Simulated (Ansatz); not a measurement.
This script for the Ansatz DFT code, driven from Python starts 4 runs on Ge, space group Fd-3m. What input does the engine get in each?

`ge.py`:
```python
"""Convergence of Ge with the k-point mesh."""

from dataclasses import dataclass
import csv
import warnings

import ansatz as az


@dataclass(frozen=True)
class Options:
    xc: str = "pbe"
    smearing: str = "Fixed"


settings = Options()

warnings.simplefilter("ignore", az.DeckWarning)

lattice = az.Lattice.of(
    (0.0, 2.82891, 2.82891),
    (2.82891, 0.0, 2.82891),
    (2.82891, 2.82891, 0.0),
)
sites = [
    ("Ge", (0.0, 0.0, 0.0)),
    ("Ge", (0.25, 0.25, 0.25)),
]
crystal = az.Crystal(lattice=lattice)
for symbol, position in sites:
    crystal = crystal.atom(symbol, position)

base = (
    crystal.calculation()
    .functional(settings.xc)
    .pseudopotentials("paw")
    .basis(34 * az.Ry)
    .occupations(settings.smearing)
    .stress()
)

rows = []
for value in [1.0, 0.6, 0.4, 0.3]:
    summary = base.kpoints(spacing=value).run().report
    rows.append((value, summary["free_energy_ev"] / len(summary["lattice"]["sites"]), summary["n_iterations"], sum(summary["stress_gpa"][i][i] for i in range(3)) / 3, summary["n_kpoints"]))

with open("kconv.csv", "w", newline="") as handle:
    writer = csv.writer(handle)
    writer.writerow(["spacing (1/A)", "F/atom (eV)", "iterations", "P (GPa)", "k-points"])
    writer.writerows([round(v, 5) if isinstance(v, float) else v for v in row] for row in rows)

# differences from the last row
for row in rows[:-1]:
    shift = 1000 * (row[1] - rows[-1][1])
    print(f"{row[0]}: {shift:+.2f} meV/atom" + ("  (within 1 meV)" if abs(shift) < 1 else ""))
```

Run 1:
```yaml
crystal:
  lattice:
    - [0.0, 2.82891, 2.82891]
    - [2.82891, 0.0, 2.82891]
    - [2.82891, 2.82891, 0.0]
  atoms:
    - { symbol: Ge, position: [0.0, 0.0, 0.0] }
    - { symbol: Ge, position: [0.25, 0.25, 0.25] }
basis:
  ecutwfc: 462.593566181796
kpoints:
  mp_grid:
    kspacing: 1.0
hamiltonian:
  xc: pbe
  pseudopotentials:
    kind: paw
scf:
  occupations:
    method: fixed
output:
  stress: true
```

Run 2, against run 1:
```diff
-    kspacing: 1.0
+    kspacing: 0.6
```

Run 3, against run 1:
```diff
-    kspacing: 1.0
+    kspacing: 0.4
```

Run 4, against run 1:
```diff
-    kspacing: 1.0
+    kspacing: 0.3
```

`python ge.py` gives:
```text
1.0: +1461.56 meV/atom
0.6: +119.89 meV/atom
0.4: +40.61 meV/atom
```

Caveats:
- Pressure is positive in compression.
- Shifts are counted from the finest mesh, which is itself no proven limit.
- The whole script took 2.8 s on 1 thread of Arm Neoverse V1, on a shared host, peak memory 0.34 GiB.
